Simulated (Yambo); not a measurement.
# Si: optical spectrum by the Bethe-Salpeter equation with PBEsol

Si:

```xyz
1
Lattice="-1.6692 1.6692 1.3546 1.6692 -1.6692 1.3546 1.6692 1.6692 -1.3546" Properties=species:S:1:pos:R:3 pbc="T T T"
Si    0.0000    0.0000    0.0000
```

This isn't the form of Si at room conditions, which is diamond.

The cell isn't the ideal one: cell stretched.

```
Program                                     : Yambo 5.3.0
Task                                        : optical spectrum by the Bethe-Salpeter equation
Functional                                  : PBEsol
Potentials or basis                         : PseudoDojo 0.4.1 SR PBEsol standard
Cutoff                                      : 490 eV
Density cutoff                              : 1959 eV
k mesh                                      : 6 × 6 × 6
Occupations                                 : fermi-dirac, width 0.05 eV
Spin                                        : no spin polarisation
k mesh of the self-consistent run           : 12 × 12 × 12
Random integration of the Coulomb term      : yes
Direction of the field or of q to 0         : x
Broadening                                  : 0.1 eV
Kernel                                      : screened exchange
Terms kept                                  : resonant and antiresonant, uncoupled
Solver                                      : diagonalisation
Correction of the levels                    : none
Top of the energy range                     : 20 eV
Energy points                               : 200
Bands of the transition space (first, last) : [1, 6]
Bands in the response                       : 27
Cutoff of the response matrix               : 5 Ry
Cutoff of exchange and Vxc                  : 20 Ry
```

```
Band gap on the k mesh, mean-field level : none (metal or under the smearing width)
```

Dielectric function (along the field direction of the input):
```
energy (eV)  real part  imaginary part
       0.80    -120.72           79.71
       1.21       0.48           19.42
       1.71     109.61          116.80
       2.21     -81.05           26.17
       2.71     -32.31            4.87
       3.22     -16.78            3.32
       3.72     -10.30            9.59
       4.22     -13.50            4.91
       4.72      -9.25            0.94
       5.23      -6.45            0.74
       5.63      -4.14            1.34
       6.13      -5.13            0.50
       6.63      -3.47            0.49
       7.14      -2.89            0.26
       7.64      -1.91            0.42
       8.14      -2.45            1.43
       8.64      -1.36            0.42
       9.15      -1.35            1.67
       9.65      -1.80            0.24
      10.15      -1.16            0.17
      10.55      -1.17            0.14
      11.06      -0.86            0.06
      11.56      -0.64            0.07
      12.06      -0.45            0.06
      12.56      -0.25            0.17
      13.07      -0.27            0.05
      13.57      -0.07            0.14
      14.07      -0.11            0.04
      14.57       0.03            0.04
      15.08       0.08            0.06
      15.48       0.23            0.14
      15.98       0.12            0.09
      16.48       0.16            0.06
      16.98       0.20            0.12
      17.49       0.24            0.02
      17.99       0.31            0.02
      18.49       0.33            0.02
      18.99       0.39            0.01
      19.50       0.42            0.01
      20.00       0.45            0.02
```

Wall time 54 s on 1 thread of Arm Neoverse V1 (shared host).

Caveat: the k mesh is coarse (spacing up to 0.50 Å⁻¹), so the values aren't converged; the intraband (Drude) term of the metal is left out; the ground state has no gap, which makes the many-body step unreliable; the transitions start from uncorrected Kohn-Sham levels, so peaks lie too low; exciton energies and binding change strongly with the k mesh and aren't converged on this one; spectra need much finer meshes, so this one isn't converged.
